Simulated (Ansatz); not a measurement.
**GeHBr₂ (doublet): from Hartree-Fock to the top rungs, cc-pVDZ**

An exercise on one series of results from a longer session: the logs are not shown, and one member is left open.

The runs use Ansatz 0.2.0, Gaussian basis; cc-pVDZ, core rule «outside noble gas», up to 42 orbitals frozen.

The runs, in order: UHF; CCSD(T) on ROHF; CCSD(T) on UHF; BCCD(T) on ROHF; CISD as a restricted active space (open shells left free, so some higher excitations enter); CCSDT(Q) on ROHF; CCSDT(Q) on UHF; CASSCF and MRCISD+Q, 19 electrons in 13 orbitals; CASSCF and NEVPT2, 19 electrons in 13 orbitals.

9 further runs of the same task are left out: 5 that didn't finish, 4 set aside as unsound or not needed. Runs told in other sessions of the task aren't counted.

## The geometry

The geometry is a PBE0/def2-TZVP stationary point (not a proven minimum). No spin-orbit coupling is included. The filled d shell of Ge, Br may be among the frozen orbitals whatever the setting's name suggests.

4 atoms, charge 0, spin multiplicity 2.

Atoms are counted from 1 here; the program's logs count them from 0.

Bond lengths: Ge1–Br2 2.309 Å, Ge1–Br3 2.309 Å, Ge1–H4 1.555 Å. Angles: Br2–Ge1–Br3 109.6°, Br2–Ge1–H4 107.2°, Br3–Ge1–H4 107.2°.

Set-up of the first run:

in.yaml

```yaml
crystal:
  periodic: [false, false, false]
  atoms:
    - {symbol: Ge, position_ang: [-0.056814, -0.905541, 0.000000]}
    - {symbol: Br, position_ang: [0.018054, 0.422813, -1.886547]}
    - {symbol: Br, position_ang: [0.018054, 0.422813, 1.886547]}
    - {symbol: H, position_ang: [1.231984, -1.776227, 0.000000]}
basis:
  gaussian: {orbitals: cc-pVDZ}
magnetization: {spin_polarized: true, initial_magnetization: 1}
hamiltonian: {xc: hf}
output: {orbitals: {seedname: orbitals}}
```

Run with:

```
ansatz run in.yaml --threads 1 --pin off --events-out ev --progress --plain --max-ram 2560MiB --backend cpu
```

Among the steps run: UHF; CCSD(T) on ROHF; CCSD(T) on UHF; BCCD(T) on ROHF; CISD as a restricted active space (open shells left free, so some higher excitations enter); CCSDT(Q) on ROHF; CCSDT(Q) on UHF; CASSCF and MRCISD+Q, 19 electrons in 13 orbitals; CASSCF and NEVPT2, 19 electrons in 13 orbitals.

One of the session's tables, all rows but one given; the rest of the session is left out.

| method | from UCCSDT(Q) (meV) |
| --- | --- |
| ROHF | +9358.4 |
| UHF | +9299.6 |
| RMP2 | +1130.7 |
| UMP2 | +1124.5 |
| CISD | +1294.1 |
| RCCSD | +267.7 |
| UCCSD | +263.2 |
| RCCSD(T) | +49.9 |
| UCCSD(T) | +46.7 |
| BCCD(T) | +48.3 |
| RCCSDT | ? |
| UCCSDT | +20.7 |
| RCCSDT(Q) | +4.9 |
| UCCSDT(Q) | 0 |
| CASSCF valence | +8074.4 |
| NEVPT2 valence | +1723.5 |
| MRCISD valence | +932.3 |
| MRCISD+Q valence | +107.2 |

**Question.** Estimate the row for RCCSDT.

**Answer.** from UCCSDT(Q) (meV): +24.0. In the column «from UCCSDT(Q) (meV)» it lies between UCCSDT (+20.7) and UCCSD(T) (+46.7).

Caveats from the session: Restricted and unrestricted rows rest on different reference determinants; a gap between their highest levels can come from leftover correlation error, from unlike frozen cores or from another state.
